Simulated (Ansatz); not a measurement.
# AlGa3P4: the cost of one run

Method: DFT PBE, scalar-relativistic, plane waves, PAW, in Ansatz 0.2.0.

1 further run of the same task is left out (set aside as unsound or not needed). Runs told in other sessions of the task aren't counted.

**1. The structure to begin with**

The structure is tetragonal, space group I-42m (No. 121). The conventional cell has a = 5.507 Å, b = 5.507 Å, c = 11.014 Å, α = 90.00°, β = 90.00°, γ = 90.00°. Al (site symmetry -42m) is surrounded by 4 P at 2.38 Å. Around Ga (site symmetry -42m) lie 4 P at 2.39 Å. Ga (site symmetry -4) is surrounded by 4 P at 2.39 Å. P (site symmetry m) is surrounded by 1 Al at 2.38 Å and 3 Ga at 2.39 Å.

Structure file:

```
Al Ga P
1.0
    -2.75363    2.75363    5.50708
     2.75363   -2.75363    5.50708
     2.75363    2.75363   -5.50708
Al Ga P
1 3 4
Direct
  0.50000 0.50000 0.00000
  0.00000 0.00000 0.00000
  0.25000 0.75000 0.50000
  0.75000 0.25000 0.50000
  0.12565 0.12565 0.50078
  0.37513 0.87435 0.00000
  0.62487 0.62487 0.49922
  0.87435 0.37513 0.00000
```

It is the end of an earlier relaxation with the same method, from a generated guess; it needn't be the stable form of this composition. At a tolerance of 0.02 Å it has space group I-42m (No. 121); it has 20.88 Å³/atom, an uncorrected energy of -0.48 eV/atom over the elements.

**2. Static run: bands, density of states and charges**

Input file input.yaml:

```yaml
crystal:
  lattice:
    - [-2.7536302, 2.7536302, 5.5070794]
    - [2.7536302, -2.7536302, 5.5070794]
    - [2.7536302, 2.7536302, -5.5070794]
  atoms:
    - { symbol: Al, position: [0.5, 0.5, 0.0] }
    - { symbol: Ga, position: [0.0, 0.0, 0.0] }
    - { symbol: Ga, position: [0.25, 0.75, 0.5] }
    - { symbol: Ga, position: [0.75, 0.25, 0.5] }
    - { symbol: P, position: [0.125649, 0.125649, 0.500781] }
    - { symbol: P, position: [0.375132, 0.874351, 0.0] }
    - { symbol: P, position: [0.624868, 0.624868, 0.499219] }
    - { symbol: P, position: [0.874351, 0.375132, 0.0] }
basis:
  ecutwfc: 420
kpoints:
  mp_grid: { grid: [8, 8, 8] }
  band_path:
    path:
      - [[0.0, 0.0, 0.0], [0.0, 0.0, 0.5], [0.25, 0.25, 0.25], [0.0, 0.5, 0.0], [0.0, 0.0, 0.0], [0.5, 0.5, -0.5], [0.31250411, 0.68749589, -0.31250411]]
      - [[-0.31250411, 0.31250411, 0.31250411], [0.0, 0.0, 0.0]]
      - [[0.0, 0.0, 0.5], [-0.12500822, 0.12500822, 0.5]]
      - [[0.5, 0.5, -0.12500822], [0.5, 0.5, -0.5]]
    npoints: 14
hamiltonian:
  xc: pbe
scf:
  occupations: { method: gaussian, width: 0.02 }
  n_extra_bands: 20
output:
  forces: true
  stress: true
  eigenvalues: true
  populations: true
  dos: { projected: true, de: 0.02, nscf_kmesh: { grid: [12, 12, 12] } }
  bader: true
```

Started as:

```bash
$ ansatz run input.yaml --threads 4 --pin off --max-ram 8192MiB --backend cpu --events-out ev --progress --plain --runs-dir out
```

Q: Estimate wall time and peak memory on 4 threads of Arm Neoverse V1, shared host.

About 1.8 min, with a peak of 1.2 GiB.
